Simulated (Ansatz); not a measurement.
# AlB2N3: the cost of one run

Program: Ansatz 0.2.0. Level of theory: DFT PBE, scalar-relativistic, plane waves, PAW. These are calculated values, not measurements.

### Step 1. Starting point

Symmetry: Cmcm, No. 63, orthorhombic system. Conventional cell: a = 7.854 Å, b = 4.534 Å, c = 6.954 Å, α = 90.00°, β = 90.00°, γ = 90.00°. Around Al (site symmetry m2m) lie 3 N at 1.51 Å. B (site symmetry m) has 3 N at 1.51 Å as nearest neighbours. N (site symmetry m) is surrounded by 1 Al at 1.51 Å and 2 B at 1.51 Å. N (site symmetry m2m) has 2 B at 1.51 Å and 1 Al at 1.51 Å as nearest neighbours.

Structure file:

```xyz
12
Lattice="3.9269 -2.2672 0.0000 3.9269 2.2672 0.0000 0.0000 0.0000 6.9537" Properties=species:S:1:pos:R:3 pbc="T T T"
Al    3.9269   -1.5115    5.2153
Al    3.9269    1.5115    1.7384
B     2.6180    0.7557    5.2153
B     5.2359    0.7557    5.2153
B     2.6180   -0.7557    1.7384
B     5.2359   -0.7557    1.7384
N     2.6180    0.7557    1.7384
N     3.9269   -1.5115    1.7384
N     5.2359    0.7557    1.7384
N     2.6180   -0.7557    5.2153
N     3.9269    1.5115    5.2153
N     5.2359   -0.7557    5.2153
```

The start is an ordering of an alloy on its end members' structure types: elements ordered on the sites of the BN type, B/Al on B (Cmcm, No. 63).

### Step 2. The guess as it stands, on a coarse mesh

input.yaml reads:

```yaml
crystal:
  lattice:
    - [3.92694522, -2.26722288, 0.0]
    - [3.92694522, 2.26722288, 0.0]
    - [0.0, 0.0, 6.95370364]
  atoms:
    - { symbol: Al, position: [0.83333333, 0.16666667, 0.75] }
    - { symbol: Al, position: [0.16666667, 0.83333333, 0.25] }
    - { symbol: B, position: [0.16666667, 0.5, 0.75] }
    - { symbol: B, position: [0.5, 0.83333333, 0.75] }
    - { symbol: B, position: [0.5, 0.16666667, 0.25] }
    - { symbol: B, position: [0.83333333, 0.5, 0.25] }
    - { symbol: "N", position: [0.16666667, 0.5, 0.25] }
    - { symbol: "N", position: [0.83333333, 0.16666667, 0.25] }
    - { symbol: "N", position: [0.5, 0.83333333, 0.25] }
    - { symbol: "N", position: [0.5, 0.16666667, 0.75] }
    - { symbol: "N", position: [0.16666667, 0.83333333, 0.75] }
    - { symbol: "N", position: [0.83333333, 0.5, 0.75] }
basis:
  ecutwfc: 420
kpoints:
  mp_grid: { grid: [6, 6, 4] }
hamiltonian:
  xc: pbe
scf:
  occupations: { method: gaussian, width: 0.1 }
  lower_state_search: "off"
output:
  forces: true
  stress: true
  eigenvalues: true
```

The run is started by

```
$ ansatz run input.yaml --threads 1 --pin off --max-ram 2560MiB --backend cpu --events-out ev --progress --plain --runs-dir out
```

**Question.** How long does this run take on 1 thread of Arm Neoverse V1, shared host, and how much memory does it need?

About 11 s, with a peak of 0.41 GiB.
